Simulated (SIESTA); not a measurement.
Runs of SIESTA 5.4.2 on HfIn4SiO6. The structure is trigonal, space group P312 (No. 149). The conventional cell has a = 5.277 Å, b = 5.277 Å, c = 10.559 Å, α = 90.00°, β = 90.00°, γ = 120.00°. Around Hf (site symmetry 32) lie 6 O at 2.10 Å. In (site symmetry 3) is surrounded by 3 O at 2.62 Å. In (site symmetry 3) has 3 O at 2.32 Å as nearest neighbours. Around Si (site symmetry 32) lie 6 O at 1.83 Å. O (site symmetry 1) has 1 Si at 1.83 Å and 1 Hf at 2.10 Å as nearest neighbours. The cell was built by a generator and needn't be a form met in nature.

```csv
task,level,U,cell,hubbard projector method,U from the first cycle,broadening (eV),window from (eV),window to (eV),gap on the mesh (eV),pressure (GPa),largest force (eV/Å)
density of states,PBE+U,Hf d U = 4 eV,as given,1,yes,0.2 eV,-15 eV,5 eV,none,2.3,(b)
relaxation of cell and atoms,PBE,-,relaxed,-,-,-,-,-,0.15,0.0,0.02
density of states,PBE,-,as given,1,yes,0.2 eV,-15 eV,5 eV,none,1.2,0.18
density of states,PBE+U,Hf d U = 6 eV,as given,1,yes,0.2 eV,-15 eV,5 eV,none,(c),0.72
density of states,PBE+U,Hf d U = 2 eV,as given,1,yes,0.2 eV,-15 eV,5 eV,none,1.7,(a)
```

Alike in all rows: potentials or basis PseudoDojo 0.4 standard (PBE files), DZP (energy shift 0.003 Ry; two zetas on semicore shells); no spin polarisation; k mesh 6 × 6 × 3; smearing fermi-dirac 0.05 eV; grid cutoff 800 Ry; energy shift 0.003 Ry.

Q: Estimate the missing entries.

A: (a) 0.31; (b) 0.50; (c) 3.0.

Caveats: short orbitals over semicore shells can move pressures by several GPa; the basis of atomic orbitals isn't converged, which shifts pressures, moduli and gaps; U without spin polarisation on a metal has little footing (some runs); spin-orbit coupling is left out, which moves the levels of the heavy elements (some runs); an odd mesh through Γ misses points on the zone boundary, where band edges often lie (some runs).

A k mesh can miss the band edges, and the runs leave out spin-orbit coupling on Hf, In.

A gap of «none» marks a metal or a gap under the smearing width.

Not every run made on this cell is shown here.
